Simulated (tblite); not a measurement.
# Cl2H7NSSi2SnZn: the cost of one run

Computed with tblite 0.8.0 and PySCF 2.14.0; each step states its level. No surroundings beyond the atoms listed, unless a continuum is named. Atoms count from 0, parts from 1.

1 further run of the same task is left out (for a known fault of the program).

### Step 1. The system as given

15 atoms, charge 0, multiplicity 1; geometry: distance geometry start.

### Step 2. Geometry optimisation with GFN2-xTB

What the job is given:

```
{"job": {"kind": "relax", "xc": "GFN2-xTB", "basis": "xTB"}, "charge": 0, "multiplicity": 1}
Sn     1.826781    -0.331637     1.529185
Si     3.369822    -0.303641    -0.424380
N      1.107107     1.609697     1.848892
Si    -0.712917     1.850023     1.680756
Cl     3.002850    -1.111159     3.497826
S     -0.049209    -1.827733     1.032409
Zn    -0.993302    -1.921142    -0.663086
Cl    -2.181244    -1.965044    -2.162555
H      2.873240    -1.138474    -1.435870
H      4.661487    -0.769920    -0.020137
H      3.494985     1.025976    -0.924295
H      1.527861     2.115262     2.632891
H     -1.320649     1.778086     2.981210
H     -1.227432     0.817443     0.860748
H     -0.959445     3.108591     1.111332
```

With the program's defaults for keys left out, this is: GFN2-xTB geometry optimisation, gas phase.

Launch:

```
OMP_NUM_THREADS=1 python cluster_run.py task.json out
```

One launch serves the whole session: the jobs run in the order shown.

Q: Estimate the wall time of this first job on 1 thread of Intel Xeon 6975P-C, shared host.

About 11 s.
